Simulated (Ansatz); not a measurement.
Runs of Ansatz 0.2.0 on BiTe. The structure is cubic, space group Fm-3m (No. 225). The conventional cell has a = 6.470 Å, b = 6.470 Å, c = 6.470 Å, α = 90.00°, β = 90.00°, γ = 90.00°. Around Bi (site symmetry m-3m) lie 6 Te at 3.23 Å. Around Te (site symmetry m-3m) lie 6 Bi at 3.23 Å. 

```csv
task,potentials or basis,spin,cell,k mesh,cutoff (eV),smearing,basis error allowed,mesh quality,gap on the mesh (eV),pressure (GPa)
relaxation of cell and atoms,"all-electron LAPW, scalar-relativistic",off,relaxed to 20 GPa,7 × 7 × 7,-,fermi-dirac 0.05 eV,0.001 eV/atom,not flagged,-,20.0
single point,"all-electron LAPW, scalar-relativistic",off,as given,4 × 4 × 4,177,fermi-dirac 0.03 eV,0.001 eV/atom,coarse,none,-1.8
relaxation of cell and atoms,"all-electron LAPW, scalar-relativistic",off,relaxed to 10 GPa,7 × 7 × 7,-,fermi-dirac 0.05 eV,0.001 eV/atom,not flagged,-,10.0
density of states,all-electron PAW datasets made for the crystal,off,as given,7 × 7 × 7,240,fermi-dirac 0.05 eV,-,not flagged,none,(a)
```

Alike in all rows: level PBEsol.

Question: Fill in the values left out.

Answer: (a) -1.5.

Caveats: some runs use coarse meshes; spin-orbit coupling is left out, which moves the levels of the heavy elements; the k mesh is thin for a metal, which can move the energy by tens of meV per atom (some runs); the program warned that the printed levels may be off, so bands, gaps and densities of states are rough (some runs).

A k mesh can miss the band edges, and the runs leave out spin-orbit coupling on Bi, Te.

A gap of «none» marks a metal or a gap under the smearing width.

The runs don't all hold the same shells in valence.
